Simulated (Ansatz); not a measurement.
# CH5FOSn (SMILES [CH3][SnH]([OH])[F]) at revPBE/def2-SVP (core potential)

What is the vertical ionisation energy of CH5FOSn at revPBE/def2-SVP (core potential)? 

The results are computed with Ansatz 0.2.0.

116 further runs of the same task are left out: 116 set aside as unsound or not needed.

## 1. The structure to begin with

CH5FOSn has 9 atoms, charge 0, and is taken as a singlet. As SMILES, `[CH3][SnH]([OH])[F]`. The shape is that of a PBE0-D4/def2-TZVP optimisation. This is one conformer, not always the lowest.

Bond lengths: C1–Sn2 2.120 Å, Sn2–O3 1.954 Å, Sn2–F4 1.928 Å, C1–H5 1.090 Å, C1–H6 1.090 Å, C1–H7 1.090 Å, Sn2–H8 1.697 Å, O3–H9 0.960 Å. Some angles: C1–Sn2–O3 112.2°, C1–Sn2–F4 104.4°, O3–Sn2–F4 104.6°, C1–Sn2–H8 121.5°, O3–Sn2–H8 105.6°, F4–Sn2–H8 107.3°, Sn2–C1–H5 109.8°, Sn2–C1–H6 110.0°, Sn2–C1–H7 108.7°, Sn2–O3–H9 113.8°.

## 2. The energy at revPBE/def2-SVP (core potential)

File run.yaml:

```yaml
crystal:
  periodic: [false, false, false]
  atoms:
    - {symbol: C, position_ang: [-0.348000, 1.320900, -0.172600]}
    - {symbol: Sn, position_ang: [-0.271200, -0.757400, 0.237600]}
    - {symbol: O, position_ang: [1.527400, -1.346400, 0.725000]}
    - {symbol: F, position_ang: [-0.613200, -1.596000, -1.464600]}
    - {symbol: H, position_ang: [-1.361700, 1.603400, -0.455800]}
    - {symbol: H, position_ang: [-0.043600, 1.885400, 0.708500]}
    - {symbol: H, position_ang: [0.329800, 1.539100, -0.997600]}
    - {symbol: H, position_ang: [-1.308700, -1.477000, 1.371800]}
    - {symbol: H, position_ang: [2.177700, -1.218400, 0.030600]}
basis:
  gaussian: {orbitals: def2-SVP}
hamiltonian: {xc: {name: revPBE}}
accuracy: high
output: {orbitals: {seedname: orbitals}}
```

Started as:

```sh
$ ansatz run run.yaml --threads 1 --pin off --max-ram 3480MiB --events-out events.jsonl --progress --plain --runs-dir runs
```

Output:

```text
Warning: RAYON_NUM_THREADS=1 ignored (pool sized by the plan → 1); use --threads N
Functional definition: revPBE
  name "revPBE"
  parameter kappa = 1.245
  parameter beta = 0.06672455060314922
  exchange = pbe_x(kappa = kappa, mu = beta*pi^2/3)
  correlation = pbe_c(beta = beta)
2210 factors; integrals over basis functions are off by at most 3.4e-9 eV
mean field evaluation 1: about -11695.5881 eV, gradient 8.2e1 eV
mean field evaluation 2: about -11636.4537 eV, gradient 1.7e2 eV
mean field evaluation 4: about -11708.8249 eV, gradient 1.6e1 eV
mean field evaluation 8: about -11709.3013 eV, gradient 4.9e-1 eV
mean field evaluation 16: about -11709.2931 eV, gradient 3.5e-5 eV
mean field -11709.29305598 eV, -430.3085829634 hartree, gradient 1.2e-8 eV, S^2 0.000000; 0 other end points of the search recorded, 0 dependent functions left out
reference -11709.29306100 eV, -430.3085831477 hartree; 25, 25 occupied and 68, 68 virtual orbitals, 2210 factors
Total energy: -11709.29306100 eV, -430.3085831477 hartree
```

It took 8.4 s on 1 thread of Arm Neoverse V1, shared host; peak memory 0.26 GiB.

## 3. The doublet cation, same level

File molecule.yaml:

```yaml
crystal:
  periodic: [false, false, false]
  atoms:
    - {symbol: C, position_ang: [-0.348000, 1.320900, -0.172600]}
    - {symbol: Sn, position_ang: [-0.271200, -0.757400, 0.237600]}
    - {symbol: O, position_ang: [1.527400, -1.346400, 0.725000]}
    - {symbol: F, position_ang: [-0.613200, -1.596000, -1.464600]}
    - {symbol: H, position_ang: [-1.361700, 1.603400, -0.455800]}
    - {symbol: H, position_ang: [-0.043600, 1.885400, 0.708500]}
    - {symbol: H, position_ang: [0.329800, 1.539100, -0.997600]}
    - {symbol: H, position_ang: [-1.308700, -1.477000, 1.371800]}
    - {symbol: H, position_ang: [2.177700, -1.218400, 0.030600]}
basis:
  gaussian: {orbitals: def2-SVP}
total_charge: 1
magnetization: {spin_polarized: true, initial_magnetization: 1}
hamiltonian: {xc: {name: revPBE}}
accuracy: high
output: {orbitals: {seedname: orbitals}}
```

Started as:

```sh
$ ansatz run molecule.yaml --threads 1 --pin off --max-ram 3480MiB --events-out events.jsonl --progress --plain --runs-dir runs
```

Output, cut to the lines that bear on the results:

```text
Warning: RAYON_NUM_THREADS=1 ignored (pool sized by the plan → 1); use --threads N
[... 6 set-up lines as earlier in the session ...]
2211 factors; integrals over basis functions are off by at most 3.4e-9 eV
mean field evaluation 1: about -11669.6621 eV, gradient 8.3e1 eV
mean field evaluation 2: about -11422.9584 eV, gradient 2.1e2 eV
mean field evaluation 4: about -11686.7281 eV, gradient 5.0e1 eV
mean field evaluation 8: about -11699.3619 eV, gradient 1.6e0 eV
mean field evaluation 16: about -11699.3709 eV, gradient 1.3e-2 eV
mean field evaluation 32: about -11697.8970 eV, gradient 1.2e1 eV
mean field -11699.37087722 eV, -429.9439496194 hartree, gradient 4.4e-8 eV, S^2 0.753764; 6 other end points of the search recorded, 0 dependent functions left out
reference -11699.37088227 eV, -429.9439498051 hartree; 25, 24 occupied and 68, 69 virtual orbitals, 2211 factors
Total energy: -11699.37088227 eV, -429.9439498051 hartree
```

Wall time 20 s (1 thread of Arm Neoverse V1, shared host); peak memory 0.33 GiB.

## 4. Summary of results

At revPBE/def2-SVP (core potential):

```
                                          quantity          value
                     singlet CH5FOSn: total energy  -430.30858 Eh
                      singlet CH5FOSn: HOMO energy       -6.56 eV
                      singlet CH5FOSn: LUMO energy       -0.92 eV
                    singlet CH5FOSn: HOMO–LUMO gap        5.64 eV
                      doublet cation: total energy  -429.94395 Eh
doublet cation: HOMO energy (highest over α and β)      -13.63 eV
 doublet cation: LUMO energy (lowest over α and β)      -13.09 eV
                              doublet cation: ⟨S²⟩          0.754
vertical ionisation energy (to the doublet cation)       9.922 eV
```

Removing an electron at fixed nuclei costs 9.92 eV (957 kJ/mol). The negative HOMO energy of the first species, 6.56 eV, lies 3.36 eV below that difference.
